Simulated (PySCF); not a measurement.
# C6H5Cl: excited states, first hyperpolarisability

Wanted: excited states, first hyperpolarisability for C6H5Cl (`Clc1ccccc1`).

Programs: PySCF 2.14.0, with routines of our own; each step states its level. All values are computed. Atoms count from 0.

## 1. The system as given

12 atoms, charge 0, multiplicity 1; geometry from: GFN2-xTB.

## 2. Relaxing the molecule at PBE0-D3(BJ)/def2-SVP

Job settings and geometry (Å):

```
{"job": {"xc": "PBE0", "basis": "def2-SVP", "d3": "d3bj", "grid": 2, "kind": "geom"}, "charge": 0, "multiplicity": 1}
Cl     3.042687     0.218554    -0.005508
C      1.316441     0.094595    -0.004410
C      0.549692     1.248321     0.010284
C     -0.830312     1.141913     0.011278
C     -1.435959    -0.103330    -0.000586
C     -0.657981    -1.248812    -0.015506
C      0.723057    -1.157157    -0.017145
H      1.028559     2.214907     0.021523
H     -1.432451     2.037986     0.022778
H     -2.512696    -0.180709     0.003034
H     -1.125473    -2.221816    -0.024227
H      1.335634    -2.045137    -0.027543
```

Launch:

```console
OMP_NUM_THREADS=1 python excited_run.py task.json out
```

One launch serves the whole session: the jobs run in the order shown.

The program printed:

```text
step   0  E = -691.12070097  max force = 0.009176
step   1  E = -691.12175432  max force = 0.001466
step   2  E = -691.12176024  max force = 0.000468
step   3  E = -691.12176135  max force = 0.000947
step   4  E = -691.12176279  max force = 0.000290
optimisation converged
```

Run time: 30 s. Hardware: 1 thread of Arm Neoverse V1, shared host; peak memory 0.7 GiB.

Relaxation path:

```
step  energy from step 0 (eV)  largest force component (eV/Å)
   0                   0.0000                          0.4718
   1                  -0.0287                          0.0754
   2                  -0.0288                          0.0241
   3                  -0.0289                          0.0487
   4                  -0.0289                          0.0149
```

Close pairs (by a distance rule), those that changed most:

```
  bond  before (Å)  after (Å)  change (Å)
C5–H10       1.080      1.093      +0.013
 C3–H8       1.080      1.093      +0.013
 C4–H9       1.080      1.092      +0.013
 C2–H7       1.079      1.091      +0.012
C6–H11       1.079      1.091      +0.012
 C3–C4       1.385      1.394      +0.009
 C4–C5       1.385      1.394      +0.009
 C5–C6       1.384      1.393      +0.009
```

The next job starts from the end point, and lists it.

```
                         at the end point                value
  point group (found at 0.08 Å tolerance)                  C2v
rotational constants (GHz, main isotopes)  5.683, 1.575, 1.233
                        dipole moment (D)                 1.57
```

## 3. Excited states: TDA wB97X-D/def2-TZVPD

Job settings and geometry (Å):

```
{"job": {"kind": "states", "xc": "wB97X-D", "basis": "def2-TZVPD", "tda": true, "soc": true, "nstates": 6, "ntriplets": 5, "nquad": 4}, "charge": 0, "multiplicity": 1}
Cl     3.521207     0.300122    -0.004014
C      1.791982     0.176915    -0.001742
C      1.020125     1.337948     0.012626
C     -0.368994     1.230037     0.014357
C     -0.980338    -0.022967     0.001818
C     -0.195982    -1.175500    -0.012484
C      1.194244    -1.082686    -0.014386
H      1.510986     2.312422     0.022335
H     -0.977085     2.137713     0.025639
H     -2.069616    -0.101349     0.003252
H     -0.667633    -2.161012    -0.022344
H      1.819749    -1.976697    -0.025549
```

Method: TDA wB97X-D/def2-TZVPD excited states, vertical, gas phase, spin-orbit mean-field couplings.

The program printed:

```text
coarse grid: 11240 points
cycle   1  E = -691.8296381018  dE =  1.385e+00  |g| = 3.323e-01  |ddm| = 3.989e+00
cycle   2  E = -691.8417277099  dE = -1.209e-02  |g| = 3.065e-01  |ddm| = 1.457e+00
cycle   3  E = -691.8619578956  dE = -2.023e-02  |g| = 5.574e-02  |ddm| = 5.444e-01
cycle   4  E = -691.8627707229  dE = -8.128e-04  |g| = 2.536e-02  |ddm| = 1.698e-01
cycle   5  E = -691.8629383919  dE = -1.677e-04  |g| = 4.613e-03  |ddm| = 5.854e-02
cycle   6  E = -691.8629449670  dE = -6.575e-06  |g| = 1.954e-03  |ddm| = 1.873e-02
final grid: 105856 points
cycle   7  E = -691.8541352007  dE = -1.645e-04  |g| = 5.727e-03  |ddm| = 7.656e-01
cycle   8  E = -691.8541375571  dE = -2.356e-06  |g| = 4.994e-03  |ddm| = 8.083e-02
cycle   9  E = -691.8541430108  dE = -5.454e-06  |g| = 6.990e-04  |ddm| = 8.918e-03
cycle  10  E = -691.8541430967  dE = -8.591e-08  |g| = 4.704e-04  |ddm| = 4.850e-03
cycle  11  E = -691.8541431516  dE = -5.494e-08  |g| = 5.088e-05  |ddm| = 1.355e-03
cycle  12  E = -691.8541431526  dE = -9.120e-10  |g| = 2.024e-05  |ddm| = 3.722e-04
converged SCF energy = -691.8541431526

Singlet excitations
state   eV       nm        f     d(h-e)  d(exc)  Lambda  PR(NTO)  |dmu|/D   mu/D   main configurations
  1   5.3616   231.2   0.00193   0.222   2.769   0.651   1.920    0.674    1.060   H->L+1 0.60, H-1->L 0.38
  2   6.1476   201.7   0.08405   0.360   2.903   0.818   1.759    0.995    0.739   H->L 0.70, H-1->L+1 0.27
  3   6.5757   188.5   0.00080   0.604   3.403   0.329   1.055    1.926    3.659   H->L+2 0.52, H->L+8 0.15, H->L+5 0.13
  4   7.0559   175.7   0.01093   0.715   3.985   0.290   1.089    3.358    5.092   H->L+3 0.43, H->L+2 0.31, H->L+9 0.08
  5   7.2002   172.2   0.00000   0.011   3.753   0.286   1.052                     H-1->L+2 0.89
  6   7.3939   167.7   0.00000   1.705   3.223   0.300   1.020                     H-2->L 0.91

Triplet excitations (Tamm-Dancoff)
state   eV     d(h-e)  d(exc)  Lambda  PR(NTO)   main configurations
  1   4.0920   0.103   2.519   0.815   1.846   H->L 0.63, H-1->L+1 0.30
  2   4.6730   0.266   2.746   0.650   1.305   H->L+1 0.83, H-1->L 0.13
  3   4.7659   0.089   2.656   0.860   1.773   H-1->L+1 0.67, H->L 0.30
  4   5.1687   0.020   2.659   0.647   1.303   H-1->L 0.85, H->L+1 0.13
  5   6.1702   0.840   3.052   0.334   1.030   H->L+2 0.28, H->L+8 0.23, H->L+5 0.16
S1 - T1 = 1.2697 eV

Spin-orbit couplings |<S|Hso|T>| (cm-1)
             T1       T2       T3       T4       T5
S0        0.003    0.744    0.004    0.191  146.612
S1        0.043    0.000    0.001    0.000    0.761
S2        0.001    0.072    0.001    0.020   13.261
S3       19.695    3.380   12.894    0.792    0.002
S4        7.551    1.875    5.049    0.991    0.011
S5        0.704    4.625    0.334   11.138    2.460
S6       70.667    0.952   52.397    1.878    1.913
T1 sublevels (cm-1): 0.000 0.181 0.188   radiative rates (1/s): 0.000103 6.66 6.71e-05
```

Run time: 58 s. Hardware: 1 thread of Arm Neoverse V1, shared host; peak memory 1.1 GiB.

Key values:

```
  quantity    value
S1 less T1  1.27 eV
```

## 4. Excited states: TDDFT CAM-B3LYP/def2-TZVPD

Settings changed since step 3:

```diff
@@ -1,2 +1,2 @@
-{"job": {"kind": "states", "xc": "wB97X-D", "basis": "def2-TZVPD", "tda": true, "soc": true, "nstates": 6, "ntriplets": 5, "nquad": 4}, "charge": 0, "multiplicity": 1}
+{"job": {"kind": "states", "xc": "CAM-B3LYP", "basis": "def2-TZVPD", "tpa": true, "nstates": 8, "nquad": 6, "ntriplets": 0}, "charge": 0, "multiplicity": 1}
 Cl     3.521207     0.300122    -0.004014
```

With the program's defaults for keys left out, this is: TDDFT CAM-B3LYP/def2-TZVPD excited states, vertical, gas phase, two-photon moments by quadratic response.

The program printed:

```text
coarse grid: 11240 points
cycle   1  E = -691.8004767323  dE =  1.312e+00  |g| = 3.403e-01  |ddm| = 4.039e+00
cycle   2  E = -691.8065071116  dE = -6.030e-03  |g| = 3.432e-01  |ddm| = 1.036e+00
cycle   3  E = -691.8319919331  dE = -2.548e-02  |g| = 6.655e-02  |ddm| = 4.244e-01
cycle   4  E = -691.8329853273  dE = -9.934e-04  |g| = 3.346e-02  |ddm| = 1.506e-01
cycle   5  E = -691.8332693170  dE = -2.840e-04  |g| = 5.454e-03  |ddm| = 5.290e-02
cycle   6  E = -691.8332763373  dE = -7.020e-06  |g| = 2.242e-03  |ddm| = 9.839e-03
final grid: 105856 points
cycle   7  E = -691.8240834967  dE = -3.186e-05  |g| = 5.094e-03  |ddm| = 2.575e-01
cycle   8  E = -691.8240833109  dE =  1.858e-07  |g| = 4.928e-03  |ddm| = 1.931e-02
cycle   9  E = -691.8240887349  dE = -5.424e-06  |g| = 5.710e-04  |ddm| = 6.767e-03
cycle  10  E = -691.8240887982  dE = -6.329e-08  |g| = 2.872e-04  |ddm| = 1.261e-03
cycle  11  E = -691.8240888193  dE = -2.113e-08  |g| = 4.457e-05  |ddm| = 3.921e-04
cycle  12  E = -691.8240888199  dE = -5.591e-10  |g| = 9.643e-06  |ddm| = 1.433e-04
converged SCF energy = -691.8240888199

Singlet excitations
state   eV       nm        f     d(h-e)  d(exc)  Lambda  PR(NTO)  |dmu|/D   mu/D   delta(TPA)   sigma/GM   main configurations
  1   5.2938   234.2   0.00248   0.215   2.773   0.647   1.912    0.722    1.014        5.14      0.053   H->L+1 0.64, H-1->L 0.34
  2   5.8939   210.4   0.07463   0.325   2.900   0.809   1.772    0.914    0.822       23.77      0.302   H->L 0.75, H-1->L+1 0.24
  3   6.3747   194.5   0.00103   0.273   3.616   0.324   1.057    0.645    2.382        9.97      0.148   H->L+2 0.60, H->L+5 0.11, H->L+9 0.10
  4   6.7811   182.8   0.39698   0.288   2.959   0.623   2.144    0.665    1.071        3.48      0.059   H-1->L 0.61, H->L+1 0.34
  5   6.7971   182.4   0.00983   1.087   4.040   0.301   1.066    4.765    6.501        3.61      0.061   H->L+3 0.48, H->L+2 0.28
  6   6.8462   181.1   0.64609   0.253   2.839   0.826   1.886    0.554    1.182       21.88      0.376   H-1->L+1 0.72, H->L 0.23
  7   6.9436   178.6   0.00000   0.254   3.830   0.297   1.044                                            H-1->L+2 0.92
  8   7.2511   171.0   0.01060   0.983   4.251   0.313   1.201                                            H->L+5 0.51, H->L+3 0.24
```

Run time: 78 s. Hardware: 1 thread of Arm Neoverse V1, shared host; peak memory 1.2 GiB.

## 5. First hyperpolarisability: quadratic response CAM-B3LYP/def2-TZVPD

Settings changed since step 4:

```diff
@@ -1,2 +1,2 @@
-{"job": {"kind": "states", "xc": "CAM-B3LYP", "basis": "def2-TZVPD", "tpa": true, "nstates": 8, "nquad": 6, "ntriplets": 0}, "charge": 0, "multiplicity": 1}
+{"job": {"kind": "beta", "xc": "CAM-B3LYP", "basis": "def2-TZVPD"}, "charge": 0, "multiplicity": 1}
 Cl     3.521207     0.300122    -0.004014
```

Method: quadratic response CAM-B3LYP/def2-TZVPD first hyperpolarisability, Taylor convention, gas phase.

The program printed:

```text
coarse grid: 11240 points
cycle   1  E = -691.8004767323  dE =  1.312e+00  |g| = 3.403e-01  |ddm| = 4.039e+00
cycle   2  E = -691.8065071116  dE = -6.030e-03  |g| = 3.432e-01  |ddm| = 1.036e+00
cycle   3  E = -691.8319919331  dE = -2.548e-02  |g| = 6.655e-02  |ddm| = 4.244e-01
cycle   4  E = -691.8329853273  dE = -9.934e-04  |g| = 3.346e-02  |ddm| = 1.506e-01
cycle   5  E = -691.8332693170  dE = -2.840e-04  |g| = 5.454e-03  |ddm| = 5.290e-02
cycle   6  E = -691.8332763373  dE = -7.020e-06  |g| = 2.242e-03  |ddm| = 9.839e-03
final grid: 105856 points
cycle   7  E = -691.8240834967  dE = -3.186e-05  |g| = 5.094e-03  |ddm| = 2.575e-01
cycle   8  E = -691.8240833109  dE =  1.858e-07  |g| = 4.928e-03  |ddm| = 1.931e-02
cycle   9  E = -691.8240887349  dE = -5.424e-06  |g| = 5.710e-04  |ddm| = 6.767e-03
cycle  10  E = -691.8240887982  dE = -6.329e-08  |g| = 2.872e-04  |ddm| = 1.261e-03
cycle  11  E = -691.8240888193  dE = -2.113e-08  |g| = 4.457e-05  |ddm| = 3.921e-04
cycle  12  E = -691.8240888199  dE = -5.591e-10  |g| = 9.643e-06  |ddm| = 1.433e-04
converged SCF energy = -691.8240888199

Lowest singlets (eV, f): 5.2938 0.0025  5.8939 0.0746  6.3747 0.0010

First hyperpolarisability (au)
process     nm      |vector|   parallel      HRS      DR
static         -      114.97     -68.98       46.7   5.349
shg       1907.0      123.41     -74.05      49.97   5.444
eope      1907.0      117.69     -70.62          -       -
shg       1064.0      145.49     -87.29      58.51   5.668
eope      1064.0      124.04     -74.42          -       -
```

Wall time 57 s (1 thread of Arm Neoverse V1, shared host); peak memory 1.2 GiB.

## 6. Excited states: TDA wB97X-D/def2-TZVPD in water

Settings changed since step 5:

```diff
@@ -1,2 +1,2 @@
-{"job": {"kind": "beta", "xc": "CAM-B3LYP", "basis": "def2-TZVPD"}, "charge": 0, "multiplicity": 1}
+{"job": {"kind": "states", "xc": "wB97X-D", "basis": "def2-TZVPD", "tda": true, "soc": true, "nstates": 6, "ntriplets": 5, "nquad": 4, "solvent": "water"}, "charge": 0, "multiplicity": 1}
 Cl     3.521207     0.300122    -0.004014
```

Method: TDA wB97X-D/def2-TZVPD excited states, vertical, IEF-PCM water (non-equilibrium response), spin-orbit mean-field couplings.

The program printed:

```text
coarse grid: 11240 points
cycle   1  E = -691.8354751343  dE =  1.379e+00  |g| = 3.264e-01  |ddm| = 3.987e+00
cycle   2  E = -691.8488842920  dE = -1.341e-02  |g| = 2.894e-01  |ddm| = 1.464e+00
cycle   3  E = -691.8671109011  dE = -1.823e-02  |g| = 4.601e-02  |ddm| = 6.021e-01
cycle   4  E = -691.8677550604  dE = -6.442e-04  |g| = 1.837e-02  |ddm| = 2.718e-01
cycle   5  E = -691.8678460334  dE = -9.097e-05  |g| = 4.033e-03  |ddm| = 7.530e-02
cycle   6  E = -691.8678522225  dE = -6.189e-06  |g| = 1.676e-03  |ddm| = 3.210e-02
final grid: 105856 points
cycle   7  E = -691.8590211035  dE = -1.650e-04  |g| = 5.508e-03  |ddm| = 7.970e-01
cycle   8  E = -691.8590241028  dE = -2.999e-06  |g| = 4.412e-03  |ddm| = 8.091e-02
cycle   9  E = -691.8590282585  dE = -4.156e-06  |g| = 5.814e-04  |ddm| = 8.698e-03
cycle  10  E = -691.8590283256  dE = -6.707e-08  |g| = 3.612e-04  |ddm| = 4.763e-03
cycle  11  E = -691.8590283578  dE = -3.224e-08  |g| = 4.088e-05  |ddm| = 1.065e-03
cycle  12  E = -691.8590283586  dE = -8.001e-10  |g| = 1.646e-05  |ddm| = 3.926e-04
converged SCF energy = -691.8590283586

Singlet excitations
state   eV       nm        f     d(h-e)  d(exc)  Lambda  PR(NTO)  |dmu|/D   mu/D   main configurations
  1   5.3881   230.1   0.00134   0.183   2.752   0.654   1.941    0.649    1.698   H->L+1 0.59, H-1->L 0.40
  2   6.1366   202.0   0.10562   0.289   2.889   0.820   1.728    0.911    1.435   H->L 0.71, H-1->L+1 0.26
  3   6.6136   187.5   0.00046   0.985   3.322   0.350   1.043    3.721    6.068   H->L+3 0.53, H->L+6 0.15, H->L+8 0.09
  4   6.9756   177.7   0.01048   0.889   3.952   0.299   1.067    4.268    6.615   H->L+2 0.54, H->L+3 0.24, H->L+8 0.14
  5   7.1044   174.5   0.69971   0.262   2.965   0.630   2.173                     H-1->L 0.54, H->L+1 0.36
  6   7.1523   173.3   1.12062   0.293   2.834   0.835   1.908                     H-1->L+1 0.67, H->L 0.23

Triplet excitations (Tamm-Dancoff)
state   eV     d(h-e)  d(exc)  Lambda  PR(NTO)   main configurations
  1   4.1206   0.089   2.510   0.818   1.877   H->L 0.62, H-1->L+1 0.31
  2   4.7265   0.208   2.728   0.655   1.442   H->L+1 0.79, H-1->L 0.18
  3   4.7860   0.074   2.654   0.860   1.801   H-1->L+1 0.66, H->L 0.32
  4   5.1593   0.030   2.661   0.647   1.441   H-1->L 0.79, H->L+1 0.18
  5   6.1875   1.045   3.043   0.346   1.021   H->L+3 0.32, H->L+6 0.18, H->L+8 0.16
S1 - T1 = 1.2675 eV

Spin-orbit couplings |<S|Hso|T>| (cm-1)
             T1       T2       T3       T4       T5
S0        0.003    0.753    0.004    0.127  141.107
S1        0.042    0.000    0.002    0.000    0.698
S2        0.001    0.080    0.001    0.023   10.046
S3       19.353    3.416   13.025    1.102    0.002
S4        4.794    0.617    3.331    0.613    0.014
S5        0.196    0.003    0.212    0.001   10.085
S6        0.003    0.114    0.002    0.053    3.371
T1 sublevels (cm-1): 0.000 0.006 0.006   radiative rates (1/s): 4.95 0.0181 0.000117
```

Wall time 61 s (1 thread of Arm Neoverse V1, shared host); peak memory 1.2 GiB.

From this job:

```
  quantity    value
S1 less T1  1.27 eV
```

## 7. Results

```
                                                  quantity                                                value
                                               point group                                                  C2v
                      rotational constants (main isotopes)                                 5.68, 1.58, 1.23 GHz
               S1 less T1 (step 3, TDA wB97X-D/def2-TZVPD)                                              1.27 eV
β vector (step 5, quadratic response CAM-B3LYP/def2-TZVPD)  static 115, SHG 1907.0 nm 123, SHG 1064.0 nm 145 au
      S1 less T1 (step 6, TDA wB97X-D/def2-TZVPD in water)                                              1.27 eV
```

**Reading.** Relaxing lowered the energy by 0.029 eV in 4 steps; the close pair that moved most is C5–H10, from 1.080 to 1.093 Å. In step 3, the number of triplets below S1 is 4, and the largest singlet-triplet spin-orbit coupling is S0–T5, 146.61 cm⁻¹. β grows from 115 au (static) to 145 au for doubling at 1064.0 nm: normal dispersion, which grows as twice the photon energy moves toward the bright states. In step 6, the number of triplets below S1 is 4, and the largest singlet-triplet spin-orbit coupling is S0–T5, 141.11 cm⁻¹.
